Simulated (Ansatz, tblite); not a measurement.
# C12H36Si5: a ladder of methods and basis sets

The task here is to estimate one member of a computed series from the others.

Method: as each input shows; program: Ansatz 0.2.0, Gaussian basis.

Levels to be run: GFN1-xTB, GFN2-xTB, PBE-D4/def2-TZVP, r2SCAN-D4/def2-TZVP, PBE-D4/def2-SVP, PBE0-D4/def2-SVP.

1 further run of the same task is left out (set aside as unsound or not needed). Runs told in other sessions of the task aren't counted.

**The structure**

The geometry is that of the singlet, from an earlier relaxation (PBE-D4/def2-SVP).

53 atoms, charge 0, spin multiplicity 1.

Bond lengths: C1–Si2 1.904 Å, C1–H18 1.111 Å, C1–H19 1.110 Å, C1–H20 1.110 Å, Si2–C3 1.902 Å, Si2–C4 1.902 Å, Si2–Si5 2.360 Å, C3–H21 1.110 Å, C3–H22 1.111 Å, C3–H23 1.110 Å, C4–H24 1.109 Å, C4–H25 1.111 Å, C4–H26 1.110 Å, Si5–C6 1.910 Å, Si5–C7 1.911 Å, Si5–Si8 2.359 Å, C6–H27 1.109 Å, C6–H28 1.109 Å and more. Angles: Si2–C1–H18 111.0°, Si2–C1–H19 111.1°, Si2–C1–H20 111.1°, H18–C1–H19 107.9°, H18–C1–H20 107.8°, H19–C1–H20 107.8°, C1–Si2–C3 109.0°, C1–Si2–C4 108.9°, C1–Si2–Si5 109.4°, C3–Si2–C4 109.1°, C3–Si2–Si5 110.8°, C4–Si2–Si5 109.7°, Si2–C3–H21 111.3°, Si2–C3–H22 110.9°, Si2–C3–H23 111.1°, H21–C3–H22 107.8°, H21–C3–H23 107.7°, H22–C3–H23 107.8° and more.

PBE0-D4/def2-TZVP was run before; its log isn't repeated, and its numbers join the tables.

Set-up of the first run:

Tight binding, by tblite at 300 K electronic temperature and without a spin-polarisation term:

```python
tblite.interface.Calculator('GFN1-xTB', numbers, positions, charge=0, uhf=0).singlepoint()
```

Tight binding, by tblite at 300 K electronic temperature and without a spin-polarisation term:

```python
tblite.interface.Calculator('GFN2-xTB', numbers, positions, charge=0, uhf=0).singlepoint()
```

start.molden holds the orbitals of an earlier run on this state, given as this run's starting guess.

File in.yaml:

```yaml
crystal:
  periodic: [false, false, false]
  atoms:
    - {symbol: C, position_ang: [4.895858, -0.496965, 1.615078]}
    - {symbol: Si, position_ang: [3.649834, 0.261619, 0.391846]}
    - {symbol: C, position_ang: [4.280932, -0.011003, -1.382077]}
    - {symbol: C, position_ang: [3.518155, 2.129656, 0.726918]}
    - {symbol: Si, position_ang: [1.539632, -0.750049, 0.695662]}
    - {symbol: C, position_ang: [0.846655, -0.191629, 2.385228]}
    - {symbol: C, position_ang: [1.747508, -2.649781, 0.710591]}
    - {symbol: Si, position_ang: [0.118485, -0.180796, -1.099095]}
    - {symbol: C, position_ang: [0.695150, -1.176770, -2.626985]}
    - {symbol: C, position_ang: [0.246933, 1.681044, -1.509184]}
    - {symbol: Si, position_ang: [-2.124303, -0.771154, -0.645497]}
    - {symbol: C, position_ang: [-3.003826, -1.144522, -2.303807]}
    - {symbol: C, position_ang: [-2.183992, -2.348460, 0.432307]}
    - {symbol: Si, position_ang: [-3.316376, 0.971613, 0.406808]}
    - {symbol: C, position_ang: [-3.556396, 2.400756, -0.825679]}
    - {symbol: C, position_ang: [-5.026723, 0.310626, 0.919721]}
    - {symbol: C, position_ang: [-2.423480, 1.632847, 1.948759]}
    - {symbol: H, position_ang: [5.896388, -0.026760, 1.508326]}
    - {symbol: H, position_ang: [5.011560, -1.586972, 1.443249]}
    - {symbol: H, position_ang: [4.563065, -0.353165, 2.663821]}
    - {symbol: H, position_ang: [4.325174, -1.090768, -1.633462]}
    - {symbol: H, position_ang: [5.300976, 0.409469, -1.508290]}
    - {symbol: H, position_ang: [3.617233, 0.481574, -2.122344]}
    - {symbol: H, position_ang: [2.802647, 2.614846, 0.032265]}
    - {symbol: H, position_ang: [4.504503, 2.624819, 0.602782]}
    - {symbol: H, position_ang: [3.169055, 2.324658, 1.761914]}
    - {symbol: H, position_ang: [0.721914, 0.909247, 2.425957]}
    - {symbol: H, position_ang: [-0.142022, -0.651402, 2.589738]}
    - {symbol: H, position_ang: [1.536746, -0.486421, 3.203470]}
    - {symbol: H, position_ang: [2.433115, -2.963548, 1.525227]}
    - {symbol: H, position_ang: [0.774122, -3.158506, 0.867360]}
    - {symbol: H, position_ang: [2.170893, -3.011034, -0.248995]}
    - {symbol: H, position_ang: [0.615458, -2.267447, -2.441074]}
    - {symbol: H, position_ang: [0.069519, -0.936649, -3.511706]}
    - {symbol: H, position_ang: [1.751414, -0.950801, -2.880199]}
    - {symbol: H, position_ang: [1.276361, 1.942113, -1.831750]}
    - {symbol: H, position_ang: [-0.002803, 2.306454, -0.627834]}
    - {symbol: H, position_ang: [-0.446827, 1.956643, -2.330420]}
    - {symbol: H, position_ang: [-2.505935, -1.980229, -2.838018]}
    - {symbol: H, position_ang: [-4.064252, -1.428208, -2.137514]}
    - {symbol: H, position_ang: [-2.989015, -0.258110, -2.970662]}
    - {symbol: H, position_ang: [-3.233670, -2.658296, 0.617319]}
    - {symbol: H, position_ang: [-1.662726, -3.191890, -0.066473]}
    - {symbol: H, position_ang: [-1.698423, -2.183234, 1.415645]}
    - {symbol: H, position_ang: [-4.163403, 3.212608, -0.371824]}
    - {symbol: H, position_ang: [-4.080822, 2.056555, -1.740856]}
    - {symbol: H, position_ang: [-2.583647, 2.834510, -1.134544]}
    - {symbol: H, position_ang: [-5.587703, -0.068236, 0.040425]}
    - {symbol: H, position_ang: [-4.933096, -0.522876, 1.646069]}
    - {symbol: H, position_ang: [-5.636503, 1.108723, 1.393803]}
    - {symbol: H, position_ang: [-1.427878, 2.047071, 1.689134]}
    - {symbol: H, position_ang: [-2.268918, 0.835780, 2.704188]}
    - {symbol: H, position_ang: [-3.016535, 2.442430, 2.424628]}
basis:
  gaussian: {orbitals: def2-TZVP, fitting: {mean_field: def2-universal-jkfit}, initial_orbitals: start.molden}
hamiltonian: {xc: pbe, dispersion: d4}
scf: {omitted_lower_state_checks: [starts]}
output: {orbitals: {seedname: orbitals}}
```

Command:

```
$ ansatz run in.yaml --threads 2 --pin off --events-out ev --progress --plain --max-ram 32768MiB --backend cuda --devices 0, --max-vram 18GiB
```

Among the steps run: PBE-D4/def2-TZVP; r2SCAN-D4/def2-TZVP; PBE-D4/def2-SVP; PBE0-D4/def2-SVP.

One of the session's tables, all rows but one given; the rest of the session is left out.

It belongs to the step «Binding energy». 

| level | binding an atom (eV) |
| --- | --- |
| PBE-D4/def2-SVP | 3.997 |
| PBE-D4/def2-TZVP | 3.981 |
| r2SCAN-D4/def2-TZVP | 3.946 |
| PBE0-D4/def2-SVP | ? |
| PBE0-D4/def2-TZVP | 3.951 |

Estimate the missing values for PBE0-D4/def2-SVP.

The run gave: binding an atom (eV): 3.972. In the column «binding an atom (eV)» it lies between PBE0-D4/def2-TZVP (3.951) and PBE-D4/def2-TZVP (3.981).

To keep in mind: Free atoms were run apart at each level; binding is atoms less cluster, divided by the number of atoms, without zero-point or spin-orbit terms.
